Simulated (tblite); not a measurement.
# C2H13BN2Si2: the cost of one run

The runs use tblite 0.8.0 and PySCF 2.14.0, with density-fitted response routines of our own; the level of theory stands in each step. All values are computed, except where a source is named. Atoms are numbered from 0 throughout.

## Step 1: The starting structure

20 atoms, charge 1, multiplicity 2; geometry from: force field or distance geometry start.

Bonds of the start (Å): C0–B1 1.59, B1–N2 1.53, N2–Si3 1.77, N2–Si4 1.75, Si4–N5 1.78, N5–C6 1.46, C0–H7 1.11, C0–H8 1.11, C0–H9 1.11, B1–H10 1.18, Si3–H11 1.47, Si3–H12 1.45, Si3–H13 1.48, Si4–H14 1.47, Si4–H15 1.46, N5–H16 1.04, C6–H17 1.12, C6–H18 1.11, C6–H19 1.10.

## Step 2: Geometry optimisation with GFN2-xTB

What the job is given:

```
{"job": {"kind": "relax", "xc": "GFN2-xTB", "basis": "xTB"}, "charge": 1, "multiplicity": 2}
C     -1.960200     1.918300     0.146300
B     -1.258700     0.799700    -0.741200
N     -0.817800    -0.438200     0.035600
Si    -1.932200    -1.786700    -0.238200
Si     0.885500    -0.833000    -0.088300
N      1.908100     0.523000    -0.633200
C      3.237800     0.287500    -0.067400
H     -1.377900     2.855000    -0.012200
H     -1.860700     1.664900     1.221000
H     -3.039600     2.029500    -0.088300
H     -1.782100     0.602800    -1.785400
H     -3.163000    -1.239900    -0.826600
H     -1.385300    -2.841300    -1.072000
H     -2.266400    -2.364700     1.081900
H      1.338200    -1.275500     1.240500
H      1.098000    -1.954600    -0.991400
H      1.581100     1.452500    -0.292100
H      3.169500     0.174700     1.040100
H      3.665300    -0.653800    -0.477100
H      3.955300     1.090300    -0.274300
```

On the command line:

```
$ OMP_NUM_THREADS=1 python probes_run.py task.json out
```

This one command runs all jobs of the session in turn.

**Question.** How long does this first job take on 1 thread of Arm Neoverse V1, shared host, and how much memory does it need?

About 2 s, with a peak of 0.17 GiB.
